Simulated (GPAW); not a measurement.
The system is La3Hf.

```xyz
4
Lattice="5.0451 0.0000 0.0000 0.0000 5.0451 0.0000 0.0000 0.0000 5.0451" Properties=species:S:1:pos:R:3 pbc="T T T"
Hf    0.0000    0.0000    0.0000
La    2.5226    2.5226    0.0000
La    2.5226    0.0000    2.5226
La    0.0000    2.5226    2.5226
```

The cell comes from a database or a generator and needn't be the stable form of this composition.

| Quantity | Value |
| --- | --- |
| Program | GPAW 26.7.0 |
| Task | single point |
| Functional | PBE |
| Potentials or basis | GPAW PAW data sets (gpaw-data 1.2.1) |
| Cutoff | 800 eV |
| Basis | pw |
| k mesh | 5 × 5 × 5 |
| Occupations | fermi-dirac, width 0.05 eV |
| Spin | no spin polarisation |

On this cell: pressure 0.1 GPa; largest force zero by symmetry; band gap on the k mesh none (metal or under the smearing width).

The same run follows on a disturbed copy (atoms moved at random, drawn with an rms of 0.05 Å):

```
CELL_PARAMETERS angstrom
5.04513 0.00000 0.00000
0.00000 5.04513 0.00000
0.00000 0.00000 5.04513
ATOMIC_POSITIONS crystal
Hf 0.00302 0.00236 0.99888
La 0.49840 0.49453 0.99113
La 0.50409 0.01098 0.50048
La 0.99152 0.49394 0.49141
```

What does the disturbed cell give?

The energy (extrapolated to zero smearing) moves by +6.1 meV/atom; pressure 0.1 GPa; largest force 0.335 eV/Å; band gap on the k mesh none (metal or under the smearing width).

Forces on the atoms (eV/Å):
```
Hf  -0.058 -0.070 -0.059
La  -0.016  0.178  0.102
La  -0.118 -0.298 -0.101
La   0.192  0.189  0.058
```

Caveats: one-centre terms of the f shell are cut off.
